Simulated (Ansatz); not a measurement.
**C₆H₃F₂ radical: energies up the ladder**

The task, for C₆H₃F₂ radical: energies up the ladder. Spin multiplicity 2.

Computed with Ansatz 0.2.0 (the levels named in each step, unless a step's input says otherwise).

### Step 1. The starting structure

Bond lengths: F1–C2 1.396 Å, C2–C3 1.399 Å, C3–C4 1.413 Å, C4–C5 1.385 Å, C5–C6 1.387 Å, C2–C7 1.382 Å, C6–C7 1.382 Å, C7–F8 1.390 Å, C4–H9 1.093 Å, C5–H10 1.090 Å, C6–H11 1.084 Å. Angles (14 of 16 angles, heavy atoms first): F1–C2–C3 117.8°, F1–C2–C7 116.2°, C3–C2–C7 126.0°, C2–C3–C4 110.9°, C3–C4–C5 125.5°, C4–C5–C6 119.9°, C5–C6–C7 117.8°, C2–C7–C6 120.0°, C2–C7–F8 122.4°, C6–C7–F8 117.6°, C3–C4–H9 117.4°, C5–C4–H9 117.1°, C4–C5–H10 121.2°, C6–C5–H10 118.9°.

Coordinates:

```xyz
11

F     1.7993   -1.1223    0.1200
C     0.4858   -0.6568    0.0418
C    -0.5421   -1.6055    0.0132
C    -1.8043   -0.9769   -0.0687
C    -2.0199    0.3903   -0.1193
C    -0.9416    1.2619   -0.0849
C     0.3255    0.7155   -0.0002
F     1.4032    1.5928    0.0394
H    -2.6864   -1.6213   -0.0967
H    -3.0275    0.8013   -0.1853
H    -1.0659    2.3377   -0.1238
```

### Step 2. A rough first relaxation, PBE-D4/def2-SVPD

input.yaml

```yaml
crystal:
  periodic: [false, false, false]
  atoms:
    - { symbol: F, position_ang: [1.79928, -1.12235, 0.12001] }
    - { symbol: C, position_ang: [0.48577, -0.6568, 0.04181] }
    - { symbol: C, position_ang: [-0.54206, -1.60547, 0.0132] }
    - { symbol: C, position_ang: [-1.80434, -0.97689, -0.06871] }
    - { symbol: C, position_ang: [-2.01993, 0.39029, -0.11929] }
    - { symbol: C, position_ang: [-0.94159, 1.26191, -0.08494] }
    - { symbol: C, position_ang: [0.3255, 0.71548, -0.00018] }
    - { symbol: F, position_ang: [1.40318, 1.59278, 0.0394] }
    - { symbol: H, position_ang: [-2.68638, -1.62126, -0.09669] }
    - { symbol: H, position_ang: [-3.02752, 0.80129, -0.18528] }
    - { symbol: H, position_ang: [-1.06593, 2.33767, -0.12378] }
magnetization:
  spin_polarized: true
  initial_magnetization: 1
basis:
  gaussian: { orbitals: def2-SVPD }
hamiltonian:
  xc: pbe
  dispersion: d4
relax:
  f_tol: 0.03
  max_steps: 200
```

On the command line:

```console
ansatz run input.yaml --threads 8 --pin off --max-ram 22528MiB --backend cpu --events-out ev --progress --plain --runs-dir out
```

Further steps of the session: Relaxation, PBE0-D4/def2-TZVPPD; Frequencies, PBE0-D4/def2-TZVPPD; Single point, PBE-D4/def2-TZVPPD; Single point, r2SCAN-D4/def2-TZVPPD; Single point, B3LYP-D4/def2-TZVPPD; Single point, wB97M-V/def2-TZVPPD; Single point, B2PLYP/def2-TZVPPD; Single point, LDA/def2-TZVPPD; Single point, PBE0-D4/def2-SVPD; Single point, PBE-D4/def2-SVPD.

Before running it: what results should come out? Wanted: F1–C2 at PBE0-D4/def2-TZVPPD; C2–C3 at PBE0-D4/def2-TZVPPD; C2–C7 at PBE0-D4/def2-TZVPPD; frequencies at PBE0-D4/def2-TZVPPD; energy at PBE-D4/def2-SVPD.

As calculated:

```
                          quantity             value
      F1–C2 at PBE0-D4/def2-TZVPPD           1.328 Å
      C2–C3 at PBE0-D4/def2-TZVPPD           1.365 Å
      C2–C7 at PBE0-D4/def2-TZVPPD           1.392 Å
frequencies at PBE0-D4/def2-TZVPPD  189 to 3228 cm⁻¹
        energy at PBE-D4/def2-SVPD     -11681.091 eV
```

**Reading.** No mode is imaginary, so the geometry is a minimum. These totals serve in differences with atoms or fragments at the same level; alone they don't rank the methods.
